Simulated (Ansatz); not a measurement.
The system is AgAs.

```
Ag As
1.0
     4.99138    0.00000    0.00000
     0.00000    2.96079    0.00000
     0.00000    0.00000    5.17270
Ag As
2 2
Direct
  0.75000 0.00000 0.16477
  0.25000 0.00000 0.83523
  0.25000 0.50000 0.33436
  0.75000 0.50000 0.66565
```

The cell comes from a database or a generator and needn't be the stable form of this composition.

- Program: Ansatz 0.2.0
- Task: single point
- Functional: PBE
- Potentials or basis: Ansatz PAW
- Cutoff: 420 eV (not typed: the program's choice for these potentials)
- k mesh: 6 × 9 × 5
- Occupations: fermi-dirac, width 0.05 eV
- Spin: no spin polarisation

On this cell: pressure -0.9 GPa; largest force 0.095 eV/Å; band gap on the k mesh none (metal or under the smearing width).

The same run follows on a disturbed copy (atoms moved at random, drawn with an rms of 0.05 Å):

```
CELL_PARAMETERS angstrom
4.99138 0.00000 0.00000
0.00000 2.96079 0.00000
0.00000 0.00000 5.17270
ATOMIC_POSITIONS crystal
Ag 0.75688 0.99017 0.15947
Ag 0.25649 0.00431 0.83361
As 0.24987 0.50649 0.32676
As 0.74534 0.50475 0.66560
```

Question: What changes?

Answer: The energy (extrapolated to zero smearing) moves by +1.7 meV/atom; pressure -0.9 GPa; largest force 0.160 eV/Å; band gap on the k mesh none (metal or under the smearing width).

Forces on the atoms (eV/Å):
```
Ag  -0.038  0.011  0.018
Ag  -0.047  0.000 -0.021
As   0.039 -0.009  0.155
As   0.047 -0.003 -0.152
```

Stress tensor (GPa, compression positive):
```
-1.49 -0.01 -0.01
-0.01 -0.33  0.06
-0.01  0.06 -0.81
```
